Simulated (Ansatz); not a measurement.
# Si2Cl: the cost of one run

Method: DFT PBE, scalar-relativistic, plane waves, PAW, in Ansatz 0.2.0.

### Step 1. The system as given

The structure is trigonal, space group R-3m (No. 166). Conventional cell: a = 4.081 Å, b = 4.081 Å, c = 10.072 Å, α = 90.00°, β = 90.00°, γ = 120.00°. Si (site symmetry 3m) is surrounded by 4 Cl at 2.51 Å and 6 Si at 2.88 to 2.91 Å. Around Cl (site symmetry -3m) lie 8 Si at 2.51 Å.

Coordinates:

```xyz
3
Lattice="2.0405 1.1781 3.3573 -2.0405 1.1781 3.3573 0.0000 -2.3562 3.3573" Properties=species:S:1:pos:R:3 pbc="T T T"
Si    0.0000    0.0000    2.5054
Si    0.0000    0.0000    7.5664
Cl    0.0000    0.0000    0.0000
```

A structure generator made this guess: close-packed anion layers stacked A|B, with sites between them filled layer by layer (R-3m, No. 166). Lengths come from tabulated atomic sizes and are only a guess.

### Step 2. The guess as it stands, on a coarse mesh

Input file input.yaml:

```yaml
crystal:
  lattice:
    - [2.04050605, 1.17808672, 3.3572728]
    - [-2.04050605, 1.17808672, 3.3572728]
    - [0.0, -2.35617343, 3.3572728]
  atoms:
    - { symbol: Si, position: [0.24875662, 0.24875662, 0.24875662] }
    - { symbol: Si, position: [0.75124338, 0.75124338, 0.75124338] }
    - { symbol: Cl, position: [0.0, 0.0, 0.0] }
basis:
  ecutwfc: 420
kpoints:
  mp_grid: { grid: [6, 6, 6] }
hamiltonian:
  xc: pbe
scf:
  occupations: { method: gaussian, width: 0.1 }
  lower_state_search: "off"
output:
  forces: true
  stress: true
  eigenvalues: true
```

On the command line:

```bash
$ ansatz run input.yaml --threads 1 --pin off --max-ram 2048MiB --backend cpu --events-out ev --progress --plain --runs-dir out
```

**Question.** How long does this run take on 1 thread of Arm Neoverse V1, shared host, and how much memory does it need?

About 1.8 s, with a peak of 0.29 GiB.
